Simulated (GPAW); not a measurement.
A calculation with GPAW 26.7.0 of SiO (ASE script, structure typed inline):

Contents of run.py:

```python
from ase import Atoms
from ase.dft.bandgap import bandgap
from ase.io import write
from ase.units import Bohr, GPa
from gpaw import GPAW, PW
from gpaw.elf import elf_from_dft_calculation

atoms = Atoms(['Si', 'O'],
              cell=[[0.0, 2.43364, 2.43364],
                    [2.43364, 0.0, 2.43364],
                    [2.43364, 2.43364, 0.0]],
              scaled_positions=[[0.75, 0.75, 0.75],
                                [0.0, 0.0, 0.0]],
              pbc=True)

calc = GPAW(mode=PW(800),
            xc='PBE',
            kpts={'size': (9, 9, 9), 'gamma': True},
            occupations={'name': 'fermi-dirac', 'width': 0.05},
            nbands=13,
            convergence={'density': 1e-05, 'energy': 1e-05},
            maxiter=150,
            txt='gpaw.txt')
atoms.calc = calc
energy = atoms.get_potential_energy()
forces = atoms.get_forces()
stress = atoms.get_stress()
calc.write('gs.gpw')
write('result.traj', atoms)
print(f'Energy: {energy:.6f} eV')
print('Forces (eV/A):')
print(forces.round(4))
print('Stress (GPa):', (stress / GPa).round(3))
print('Fermi level:', round(calc.get_fermi_level(), 4), 'eV')
print(f'Gap: {bandgap(calc)[0]:.4f} eV, direct: {bandgap(calc, direct=True)[0]:.4f} eV')

# fields on the real-space grid
write('density.cube', atoms, data=calc.get_pseudo_density() * Bohr**3)
write('potential.cube', atoms, data=calc.get_electrostatic_potential())
write('elf.cube', atoms, data=elf_from_dft_calculation(calc).data)
```

Potentials or basis: GPAW PAW data sets (gpaw-data 1.2.1), pw.

Run with:

```bash
$ OMP_NUM_THREADS=1 python run.py
```

The cell was built by a generator and needn't be a form met in nature.

Problem. Write the same calculation in another form: cli, Cartesian positions.

Solution. As run:

Contents of SiO.xyz:

```xyz
2
Lattice="0.0000000000 2.4336400000 2.4336400000 2.4336400000 0.0000000000 2.4336400000 2.4336400000 2.4336400000 0.0000000000" Properties=species:S:1:pos:R:3 pbc="T T T"
Si     3.6504600000      3.6504600000      3.6504600000
O      0.0000000000      0.0000000000      0.0000000000
```

Potentials or basis: GPAW PAW data sets (gpaw-data 1.2.1), pw.

Launch:

```console
$ OMP_NUM_THREADS=1 gpaw run SiO.xyz -p 'mode=PW(800),xc=PBE,kpts={size:(9,9,9),gamma:True},occupations={name:fermi-dirac,width:0.05},nbands=13,convergence={density:1e-05,energy:1e-05},maxiter=150,txt=gpaw.txt' --properties efs -w gs.gpw
```

Both were run:

|  | ASE script, structure typed inline | cli, Cartesian positions |
| --- | --- | --- |
| Pressure | 0.4 GPa | 0.4 GPa |
| Band gap on the k mesh | none (metal or under the smearing width) | none (metal or under the smearing width) |

Keys that steer only the numerical path or the files written may differ.
